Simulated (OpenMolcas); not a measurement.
**Re⁶⁺ with 6 ligands (fluoride): CASSCF and CASPT2 levels and susceptibility**

Which state of Re⁶⁺ lies lowest among these ligands, how large is the field, and what χT follows?

Method: state-averaged CASSCF and CASPT2, spin-orbit coupling by RASSI with atomic mean-field integrals. Code: OpenMolcas 26.06.

## Step 1: The atom as given

* Species: Re⁶⁺ (rhenium, Z = 75, 69 electrons)
* Basis: ANO-RCC-VTZP [8s7p5d3f2g1h], 188 functions with the ligands
* Scalar Hamiltonian: DKH2, point nucleus
* Inactive shells: 1s 2s 2p 3s 3p 3d 4s 4p 4d 4f 5s 5p of the metal, and all ligand shells
* Active space: 1 electron in 5 orbitals (5d)
* Some configurations of this space: 5d
* Orbitals: optimised for each spin and parity, averaged over all roots

Outer shells as boxes (Hund's rule):

5d
```
5d [↑ ][  ][  ][  ][  ]
```

Re⁶⁺ is taken with 6 ligands (fluoride) in octahedron coordination (Oh) at 1.8 Å. Ligand basis ANO-RCC-VDZP. The distances are assumed, not relaxed.

```xyz
7

Re    0.0000    0.0000    0.0000
F     1.8000    0.0000    0.0000
F     0.0000    1.8000    0.0000
F    -1.8000    0.0000    0.0000
F     0.0000   -1.8000    0.0000
F     0.0000    0.0000    1.8000
F     0.0000    0.0000   -1.8000
```

Each step is its own input file, run in one work folder so that later steps find the files of earlier ones. Labels, J, g values, rates, χT and fits are worked out afterwards by a script from the matrices that RASSI stores.

## Step 2: Basis and integrals

Input file a.inp:

```
&GATEWAY
Coord
7

Re 0.0 0.0 0.0
F 1.800000 0.000000 0.000000
F 0.000000 1.800000 0.000000
F -1.800000 0.000000 0.000000
F 0.000000 -1.800000 0.000000
F 0.000000 0.000000 1.800000
F 0.000000 0.000000 -1.800000
Basis=Re.ANO-RCC-VTZP,F.ANO-RCC-VDZP
Group=XYZ
NoMove
AngMom=0.0 0.0 0.0
AMFI
RICD
&SEWARD
```

On the command line:

```
OMP_NUM_THREADS=1 MOLCAS_MEM=2457 MOLCAS_PROJECT=a pymolcas a.inp > a.log
```

## Step 3: Reference wave functions, doublets of even parity, 5 roots

Input file a.inp:

```
&RASSCF
FileOrb=start.orb
Symmetry=1
Spin=2
nActEl=1 0 0
Inactive=30 34
Ras2=5 0
CIRoot=5 5 1
SDav=5
CIMx=300
Iter=150 100
PrWF=0.3
OrbListing=Nothing
MaxOrb=0
LevShft=1.0
>>> COPY $Project.JobIph JOB001
```

start.orb holds start orbitals that the driver prepared beforehand, or those of the step before.

## Step 4: RASSI: spin-orbit coupling between the states

Input file a.inp:

```
&RASSI
NrOfJobIphs=1 5
1 2 3 4 5
IphNames
JOB001
EJob
SpinOrbit
DIPRint=1.0
SOCoupling=1000.0
Subsets=2
Property=9
'ANGMOM' 1 'ANGMOM' 2 'ANGMOM' 3 'MLTPL  1' 1 'MLTPL  1' 2 'MLTPL  1' 3
'AMFI' 1 'AMFI' 2 'AMFI' 3
SOProperty=3
'ANGMOM' 1 'ANGMOM' 2 'ANGMOM' 3
```

## Step 5: CASPT2: IPEA 0.25, imaginary shift 0.1 (closed shells correlated: 5s 5p of the metal, with ligand shells; the Frozen line counts the rest)

Input file a.inp:

```
>>> COPY JOB001 $Project.JobIph
&CASPT2
Multistate=5 1 2 3 4 5
NoMult
Frozen=17 19
IPEA=0.25
Imaginary=0.1
MaxIter=60
WThr=0.0 0.3 0.05
PrWF=0.5
NoMix
```

## Step 6: CASPT2: IPEA 0.25, sigma2 regulariser 0.3 (closed shells correlated: 5s 5p of the metal, with ligand shells; the Frozen line counts the rest)

Edit a.inp of step 5 so:

```diff
@@ -6,3 +6,3 @@
 IPEA=0.25
-Imaginary=0.1
+Sig2=0.3
 MaxIter=60
```

(Steps that only read results are left out.)

**Question.** What will these runs give? Wanted: spin-free ground state; first state of the same spin within the active space; lowest level; next level.

**Answer**, as computed:

```
                                            quantity                                                                                                                                          value
                                              method  SS-CASPT2, IPEA 0.25, imaginary shift 0.1 (closed shells correlated: 5s 5p of the metal, with ligand shells; the Frozen line counts the rest)
                              spin-free ground state                                                                                                                2T2, 3-fold in its orbital part
first state of the same spin within the active space                                                                                                                               2E at 50000 cm⁻¹
                                        lowest level                                                                                                                                      4-fold Γ8
                                          next level                                                                                                                                    5250.5 cm⁻¹
                                         χT at 300 K                                                                                                                                 0.03 cm³ K/mol
                           effective moment at 300 K                                                                                                                                        0.50 μB
```

Cost by method:

| method | time of its own steps | time with the reference |
| --- | --- | --- |
| A. CASSCF | 15 s | 15 s |
| B. SS-CASPT2, IPEA 0.25, imaginary shift 0.1, +5s 5p | 25 s | 40 s |
| C. SS-CASPT2, IPEA 0.25, sigma2 regulariser 0.3, +5s 5p | 28 s | 42 s |

Times are of one thread on a shared host.

**Reading.** The spin-free ground state (2T2) is 3-fold and keeps the highest spin of the shell. χT at 300 K is 0.03, against 0.38 cm³ K/mol for the spin alone, so orbital moment lowers it. CASPT2 does not keep the components of a term degenerate, and the means are used. The bonds are covalent and no ligand orbital is active, so the numbers are rough.
